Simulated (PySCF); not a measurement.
# C2H7NSi2: the cost of one run

Computed with PySCF 2.14.0, with density-fitted response routines of our own, on a single molecule in the gas phase. Atoms count from 0, in the outputs and in this text.

### Step 1. Starting geometry

12 atoms, charge 0, multiplicity 1; geometry from: GFN2-xTB. The atoms were then displaced at random by about 0.01 Å, so the start is not that level's minimum.

Bonds of the start (Å): N0–C1 1.13, C1–C2 1.42, C2–Si3 1.97, Si3–Si4 2.28, C2–H5 1.07, C2–H6 1.10, Si3–H7 1.47, Si3–H8 1.46, Si4–H9 1.45, Si4–H10 1.46, Si4–H11 1.48.

### Step 2. Optimising the geometry at PBE0-D3(BJ)/def2-SVP

What the job is given:

```
{"job": {"xc": "PBE0", "basis": "def2-SVP", "d3": "d3bj", "grid": 1, "shake": 0.01, "kind": "geom"}, "charge": 0, "multiplicity": 1}
N     -1.415390     2.484430     0.072110
C     -1.500540     1.374640     0.237140
C     -1.540190    -0.035920     0.413200
Si    -0.070070    -0.856080    -0.601990
Si     1.940700     0.006970     0.026440
H     -2.496700    -0.408240     0.103970
H     -1.390130    -0.254250     1.484540
H     -0.281230    -2.288350    -0.343350
H     -0.467280    -0.644470    -1.986860
H      3.019260    -0.595170    -0.737660
H      2.005670     1.460130    -0.130690
H      2.235580    -0.271960     1.454110
```

Started as:

```
> OMP_NUM_THREADS=1 python probes_run.py task.json out
```

The driver reads the jobs from task.json and runs them one after another.

Q: Estimate the wall time of this first job on 1 thread of Arm Neoverse N1, shared host.

About 48 s.
